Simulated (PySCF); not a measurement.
# C6H8NO: the cost of one run

Programs: PySCF 2.14.0, with routines of our own; each step states its level. All values are computed. Atoms count from 0.

## 1. The starting structure

16 atoms, charge 0, multiplicity 2; geometry from: GFN2-xTB.

## 2. Open-shell or spin-flip excitations: unrestricted TDDFT B3LYP/def2-SVPD

What the job is given:

```
{"job": {"kind": "uabs", "xc": "B3LYP", "basis": "def2-SVPD", "nstates": 10, "tda": false}, "charge": 0, "multiplicity": 2}
O      1.835306     0.907187     1.637520
C      2.098775    -0.038047     0.944437
N      1.261061    -0.617944     0.057708
C     -0.075318    -0.133969    -0.149855
C     -1.172869    -0.039243     0.927493
C     -1.721043     0.442405    -0.421768
C     -1.073486    -0.760824    -1.126178
C     -0.452640     1.273089    -0.652921
H      3.081803    -0.546793     0.962239
H      1.561544    -1.407415    -0.493583
H     -1.557026    -0.976322     1.318348
H     -1.025993     0.704317     1.701733
H     -1.453951    -1.747078    -0.878051
H     -0.858700    -0.658878    -2.185714
H     -0.191812     1.512795    -1.678966
H     -0.263249     2.095664     0.026147
```

Method: unrestricted TDDFT B3LYP/def2-SVPD, vertical, gas phase, core orbitals frozen in the response.

Command:

```
$ OMP_NUM_THREADS=1 python excited_run.py task.json out
```

One launch serves the whole session: the jobs run in the order shown.

Q: Estimate the wall time and peak memory of this first job on 1 thread of Arm Neoverse V1, shared host.

About 2 min, with a peak of 0.81 GiB.
